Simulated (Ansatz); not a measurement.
# CrNi3, space group Pm-3m: a projected density of states

With Ansatz's Python interface.

The cells in order, each with its output:

```python
import ansatz as az
import numpy as np
```

```python
lattice = az.Lattice.of(
    (3.544565, 0.0, 0.0),
    (0.0, 3.544565, 0.0),
    (0.0, 0.0, 3.544565),
)
sites = [
    ('Cr', (0.0, 0.0, 0.0), 3),
    ('Ni', (0.0, 0.5, 0.5), -1.5),
    ('Ni', (0.5, 0.5, 0.0), 1.5),
    ('Ni', (0.5, 0.0, 0.5), -1.5),
]
crystal = az.Crystal(lattice=lattice)
for symbol, position, moment in sites:
    crystal = crystal.atom(symbol, position, moment=moment or None)
```

```python
calculation = (
    crystal.calculation()
    .functional('r2scan')
    .accuracy('low')
    .kpoints(mesh=(8, 8, 8), center='gamma')  # sampling of the Brillouin zone
    .occupations('cold', width=0.05)
    .spin('collinear')  # two spin channels
    .mixing('broyden', beta=0.2)
    .scf(extra_bands=14)
    .density_of_states(projected=True, method='smearing', broadening_width=0.15, energy_step=0.1)
)
result = calculation.run(threads=1, pin='off')
data = result.report
```

    DeckWarning: basis.ecutwfc = 500 eV, auto-derived from the records' recommended cutoffs: set by Cr (their level for a meta-GGA)
    RunWarning: the starting moments were not kept: 1 of 4 ended reversed and 3 kept their direction, counting a site from 0.1 μB. The largest reversed, site 2 (counted from 0, in the order of the [...]

```python
data['kweights']
```

    [0.001953125, 0.00390625, 0.00390625, 0.00390625, 0.001953125, 0.0078125, 0.015625, 0.015625,
     0.015625, 0.0078125, 0.0078125, 0.015625, 0.015625, 0.015625, 0.0078125, 0.0078125, 0.015625,
     0.015625, 0.015625, 0.0078125, 0.00390625, 0.0078125, 0.0078125, 0.0078125, 0.00390625, 0.0078125,
     0.015625, 0.015625, 0.015625, 0.0078125, 0.015625, 0.03125, 0.03125, 0.03125, 0.015625, 0.015625,
     0.03125, 0.03125, 0.03125, 0.015625, 0.0078125, 0.015625, 0.015625, 0.015625, 0.0078125, 0.0078125,
     0.015625, 0.015625, 0.015625, 0.0078125, 0.015625, 0.03125, 0.03125, 0.03125, 0.015625, 0.0078125,
     0.015625, 0.015625, 0.015625, 0.0078125, 0.0078125, 0.015625, 0.015625, 0.015625, 0.0078125,
     0.0078125, 0.015625, 0.015625, 0.015625, 0.0078125, 0.001953125, 0.00390625, 0.00390625,
     0.00390625, 0.001953125]

```python
data['converged'], data['free_energy_ev']
```

    (True, -20918.488736728927)

```python
dos = result.density_of_states()
energy = np.asarray(dos.energies_ev) - dos.fermi_ev
curves = {}
for site in result.projected_density_of_states().sites:
    for shell in site.shells:
        weight = sum(np.sum(curve.g_bin_mean_per_ev, axis=0) for curve in shell.curves)
        name = f'{site.species} {shell.label}'
        curves[name] = curves.get(name, 0) + weight
```

```python
print('E-EF   ' + ' '.join(f'{name:>8s}' for name in curves))
for e in np.arange(-6, 4 + 0.1, 0.5):
    print(f'{e:5.1f}  ' + ' '.join(f'{np.interp(e, energy, g):8.3f}' for g in curves.values()))
```

    E-EF      Cr 3S    Cr 4S    Cr 3P    Cr 3D    Ni 3S    Ni 4S    Ni 3P    Ni 3D
     -6.0     0.001    0.117    0.006    0.054    0.002    0.464    0.005    0.074
     -5.5     0.000    0.135    0.005    0.105    0.002    0.497    0.005    0.156
     -5.0     0.000    0.140    0.007    0.526    0.002    0.763    0.007    0.789
     -4.5     0.000    0.128    0.006    0.728    0.001    0.649    0.007    1.617
     -4.0     0.000    0.201    0.004    0.814    0.000    0.361    0.007    3.107
     -3.5     0.000    0.103    0.005    1.238    0.000    0.189    0.009    5.697
     -3.0     0.000    0.027    0.004    0.830    0.000    0.061    0.005    4.819
     -2.5     0.000    0.052    0.006    0.860    0.000    0.219    0.007    6.749
     -2.0     0.000    0.062    0.004    1.178    0.001    0.238    0.005    8.447
     -1.5     0.000    0.049    0.002    0.990    0.001    0.187    0.004    8.801
     -1.0     0.000    0.180    0.001    0.971    0.000    0.146    0.005    6.287
     -0.5     0.000    0.084    0.001    1.273    0.000    0.067    0.003    4.940
      0.0     0.000    0.059    0.001    1.070    0.001    0.125    0.002    2.883
      0.5     0.000    0.024    0.000    0.826    0.000    0.080    0.001    1.229
      1.0     0.000    0.057    0.001    0.617    0.001    0.410    0.002    0.868
      1.5     0.000    0.025    0.001    2.753    0.001    0.452    0.005    1.402
      2.0     0.000    0.045    0.000    1.178    0.001    0.105    0.001    0.368
      2.5     0.000    0.072    0.000    0.590    0.001    0.106    0.001    0.172
      3.0     0.001    0.130    0.000    1.381    0.003    0.298    0.001    0.205
      3.5     0.001    0.089    0.000    0.385    0.002    0.265    0.000    0.155
      4.0     0.001    0.113    0.000    0.336    0.002    0.164    0.000    0.105

What to keep in mind:
- These settings explore the input space; cutoff and mesh may be short of convergence.
- The SCF didn't keep the moments it started from (some shrank, vanished or turned); what is printed is the state reached.
- For a metal this k-point mesh is coarse: on a finer one energies can move by several to tens of meV an atom and pressures by half a GPa or more, differences at one mesh by less.
- r2SCAN tends to overestimate the moments of itinerant magnets.
- This cell is a computed structure, which may not be the phase found in nature.
- Warnings are shown shortened and without file and line.
- Curves are summed over the cell's atoms. Only shells that the potentials hold have channels, so projections don't add up to the total, least of all where a shell is missing (p of most metals); heights and places of peaks move with the mesh.
- The density of states is complete only as far up as bands were computed.
- The whole script took 2.1 min on 1 thread of Arm Neoverse V2 (shared host), peak memory 0.74 GiB.
